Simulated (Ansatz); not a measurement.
# Al: a tetragonal deformation path

One table from this session's results is given with a row withheld; the runs are named, their logs left out.

Computed with Ansatz 0.2.0 (DFT PBEsol+D3(BJ), scalar-relativistic, plane waves, PAW, unless a step's input says otherwise).

## The starting structure

The structure is cubic, space group Fm-3m (No. 225). The conventional cell has a = 3.963 Å, b = 3.963 Å, c = 3.963 Å, α = 90.00°, β = 90.00°, γ = 90.00°. Around Al (site symmetry m-3m) lie 12 Al at 2.80 Å.

Coordinates:

```xyz
1
Lattice="0.0000 1.9813 1.9813 1.9813 0.0000 1.9813 1.9813 1.9813 0.0000" Properties=species:S:1:pos:R:3 pbc="T T T"
Al    0.0000    0.0000    0.0000
```

This cell was relaxed beforehand with the same method: volume 15.55 Å³/atom, gap on the mesh none (metal).

The first run:

input.yaml reads:

```yaml
crystal:
  lattice:
    - [0.0, 1.981277614, 1.981277614]
    - [1.981277614, 0.0, 1.981277614]
    - [1.981277614, 1.981277614, 0.0]
  atoms:
    - { symbol: Al, position: [0.0, 0.0, 0.0] }
basis:
  ecutwfc: 420
kpoints:
  mp_grid: { grid: [28, 28, 28] }
hamiltonian:
  xc: pbesol
  dispersion: d3bj
scf:
  occupations: { method: gaussian, width: 0.15 }
output:
  forces: true
  stress: true
  eigenvalues: true
```

Started as:

```bash
ansatz run input.yaml --threads 1 --pin off --max-ram 2560MiB --backend cpu --events-out ev --progress --plain --runs-dir out
```

Steps of the session up to this table: Zero of the scan; ρ = 0.707; Point ρ = 1.414; Point ρ = 0.850; At ρ = 1.200; At ρ = 0.780; At ρ = 1.300; At ρ = 0.920; Point ρ = 1.100; ρ = 0.650; At ρ = 1.500; Point ρ = 0.960; Point ρ = 1.050.

One of the session's tables, all rows but one given; the rest of the session is left out.

Collected from the runs (energy zero: the undisturbed cell):

| ρ | ΔE (meV/atom) | pressure (GPa) |
| --- | --- | --- |
| 0.650 | 99.3 | 1.8 |
| 0.707 | 106.3 | 1.8 |
| 0.780 | 91.8 | 1.7 |
| 0.850 | 50.1 | 1.2 |
| 0.920 | 14.3 | 0.5 |
| 0.960 | 3.1 | 0.1 |
| 1.000 | 0.0 | 0.0 |
| 1.050 | ? | ? |
| 1.100 | 20.7 | 0.8 |
| 1.200 | 85.5 | 3.0 |
| 1.300 | 191.1 | 6.2 |
| 1.414 | 357.2 | 10.7 |
| 1.500 | 508.2 | 14.5 |

**Question.** Estimate the row for ρ = 1.050.

Worked estimate for «ΔE (meV/atom)». A straight line through the neighbours (1.000, 0.0) and (1.100, 20.7) gives 0.0 + (20.7 − 0.0) × (1.050 − 1.000) / (1.100 − 1.000) = 10.3; a parabola fitted to 4 rows on both sides gives 4.9.

**Answer.** ΔE (meV/atom): 4.3; pressure (GPa): 0.2. In «ΔE (meV/atom)» the line misses by +6.0 and the parabola by +0.6.
